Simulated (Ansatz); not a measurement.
# SVWN5/def2-SVPD run of GeH2Cl2 (dichlorogermane)

What is the vertical electron affinity of GeH2Cl2 (dichlorogermane) at SVWN5/def2-SVPD? 

The calculation is run with Ansatz 0.2.0.

38 further runs of the same task are left out: 2 that didn't finish, 36 set aside as unsound or not needed. Runs told in other sessions of the task aren't counted.

## Step 1: The structure to begin with

GeH2Cl2 has 5 atoms, charge 0, and is taken as a singlet. SMILES: `[Cl][GeH2][Cl]`. The shape is that of a PBE0-D4/def2-TZVP optimisation.

Bond lengths: Cl1–Ge2 2.140 Å, Ge2–Cl3 2.140 Å, Ge2–H4 1.528 Å, Ge2–H5 1.528 Å. Angles: Cl1–Ge2–Cl3 108.2°, Cl1–Ge2–H4 108.2°, Cl1–Ge2–H5 108.2°, Cl3–Ge2–H4 108.2°, Cl3–Ge2–H5 108.2°, H4–Ge2–H5 115.8°.

## Step 2: A single-point energy at SVWN5/def2-SVPD

job.yaml reads:

```yaml
crystal:
  periodic: [false, false, false]
  atoms:
    - {symbol: Cl, position_ang: [-1.771500, -0.157700, 0.977200]}
    - {symbol: Ge, position_ang: [0.027400, 0.080300, -0.156400]}
    - {symbol: Cl, position_ang: [1.579400, -1.030200, 0.811000]}
    - {symbol: H, position_ang: [-0.198900, -0.525000, -1.541400]}
    - {symbol: H, position_ang: [0.413600, 1.558900, -0.131900]}
basis:
  gaussian: {orbitals: def2-SVPD}
output: {orbitals: {seedname: orbitals}}
accuracy: high
hamiltonian: {xc: {name: SVWN5}}
```

Started as:

```console
$ ansatz run job.yaml --threads 1 --pin off --max-ram 3480MiB --events-out events.jsonl --progress --plain --runs-dir runs
```

The program printed:

```text
Warning: RAYON_NUM_THREADS=1 ignored (pool sized by the plan → 1); use --threads N
Functional definition: SVWN5
  name "SVWN5"
  exchange = slater_x
  correlation = vwn5_c
2033 factors; integrals over basis functions are off by at most 4.6e-9 eV
mean field evaluation 1: about -81415.7032 eV, gradient 2.8e1 eV
mean field evaluation 2: about -81414.9030 eV, gradient 3.8e1 eV
mean field evaluation 4: about -81416.8248 eV, gradient 1.4e0 eV
mean field evaluation 8: about -81416.8331 eV, gradient 1.4e-2 eV
mean field evaluation 16: about -81416.8331 eV, gradient 1.2e-6 eV
mean field -81416.83312833 eV, -2992.0134311546 hartree, gradient 9.7e-8 eV, S^2 0.000000; 0 other end points of the search recorded, 0 dependent functions left out
reference -81416.83313202 eV, -2992.0134312901 hartree; 34, 34 occupied and 74, 74 virtual orbitals, 2033 factors
Total energy: -81416.83313202 eV, -2992.0134312901 hartree
```

Wall time 5.4 s (1 thread of Arm Neoverse V1, shared host); peak memory 0.27 GiB.

## Step 3: The doublet anion

molecule.yaml reads:

```yaml
crystal:
  periodic: [false, false, false]
  atoms:
    - {symbol: Cl, position_ang: [-1.771500, -0.157700, 0.977200]}
    - {symbol: Ge, position_ang: [0.027400, 0.080300, -0.156400]}
    - {symbol: Cl, position_ang: [1.579400, -1.030200, 0.811000]}
    - {symbol: H, position_ang: [-0.198900, -0.525000, -1.541400]}
    - {symbol: H, position_ang: [0.413600, 1.558900, -0.131900]}
basis:
  gaussian: {orbitals: def2-SVPD}
output: {orbitals: {seedname: orbitals}}
accuracy: high
total_charge: -1
magnetization: {spin_polarized: true, initial_magnetization: 1}
hamiltonian: {xc: {name: SVWN5}}
```

Started as:

```console
$ ansatz run molecule.yaml --threads 1 --pin off --max-ram 3480MiB --events-out events.jsonl --progress --plain --runs-dir runs
```

The program printed:

```text
Warning: RAYON_NUM_THREADS=1 ignored (pool sized by the plan → 1); use --threads N
[... 4 set-up lines as earlier in the session ...]
2033 factors; integrals over basis functions are off by at most 4.6e-9 eV
mean field evaluation 1: about -81414.5923 eV, gradient 2.3e1 eV
mean field evaluation 2: about -81411.7881 eV, gradient 3.3e1 eV
mean field evaluation 4: about -81416.4886 eV, gradient 1.5e0 eV
mean field evaluation 8: about -81416.5037 eV, gradient 3.7e-2 eV
mean field evaluation 16: about -81416.5037 eV, gradient 2.2e-5 eV
mean field evaluation 32: about -81416.0802 eV, gradient 3.4e0 eV
mean field -81416.50371750 eV, -2992.0013255299 hartree, gradient 7.6e-8 eV, S^2 0.750346; 7 other end points of the search recorded, 0 dependent functions left out
reference -81416.50372030 eV, -2992.0013256329 hartree; 35, 34 occupied and 73, 74 virtual orbitals, 2033 factors
Total energy: -81416.50372030 eV, -2992.0013256329 hartree
```

Run time: 14 s. Hardware: 1 thread of Arm Neoverse V1, shared host; peak memory 0.33 GiB.

## Step 4: Outcome

At SVWN5/def2-SVPD:

```
                                         quantity           value
                    singlet GeH2Cl2: total energy  -2992.01343 Eh
                     singlet GeH2Cl2: HOMO energy        -7.79 eV
                     singlet GeH2Cl2: LUMO energy        -2.11 eV
                   singlet GeH2Cl2: HOMO–LUMO gap         5.68 eV
                      doublet anion: total energy  -2992.00133 Eh
doublet anion: HOMO energy (highest over α and β)         2.56 eV
 doublet anion: LUMO energy (lowest over α and β)         2.95 eV
                              doublet anion: ⟨S²⟩           0.750
vertical electron affinity (to the doublet anion)       -0.329 eV
```

What this shows: The anion lies 0.33 eV (7.6 kcal/mol) above the neutral: the electron isn't bound at this level, and such a value depends on the basis. The HOMO (doublet anion) lies at positive energy, 2.56 eV, from the functional's self-interaction, a short basis or an electron that isn't bound; only total energies against the neutral tell.
